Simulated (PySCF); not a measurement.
# C3H10BNO: the cost of one run

The runs use PySCF 2.14.0, with density-fitted response routines of our own; the level of theory stands in each step. All values are computed, except where a source is named. Atoms are numbered from 0 throughout.

**1. The molecule as given**

16 atoms, charge 0, multiplicity 1; geometry from: GFN2-xTB.

Bonds of the start (Å): B0–O1 1.58, O1–C2 1.23, C2–N3 1.33, N3–C4 1.44, N3–C5 1.44, B0–H6 1.19, B0–H7 1.20, B0–H8 1.19, C2–H9 1.10, C4–H10 1.09, C4–H11 1.09, C4–H12 1.09, C5–H13 1.09, C5–H14 1.09, C5–H15 1.09.

**2. Optimising the geometry at PBE0-D3(BJ)/def2-SVP**

What the job is given:

```
{"job": {"xc": "PBE0", "basis": "def2-SVP", "d3": "d3bj", "grid": 1, "kind": "geom"}, "charge": 0, "multiplicity": 1}
B      2.772150    -0.193010     0.119130
O      1.220950    -0.437740     0.259990
C      0.394830     0.350770    -0.203180
N     -0.921820     0.173370    -0.103130
C     -1.872620     1.103040    -0.654040
C     -1.465850    -0.981760     0.573370
H      3.162470    -1.153520    -0.461820
H      2.923690     0.844690    -0.459800
H      3.158400    -0.151330     1.243680
H      0.706240     1.258190    -0.732360
H     -2.507240     0.604010    -1.389190
H     -2.510900     1.502300     0.139490
H     -1.354240     1.926970    -1.139030
H     -2.083320    -0.667990     1.417530
H     -0.643040    -1.591880     0.938860
H     -2.079660    -1.567770    -0.113700
```

**Question.** How long does this first job take on 8 threads of Intel Xeon Platinum 8259CL at 2.50GHz (Skylake/Cascade Lake), shared host?

About 39 s.
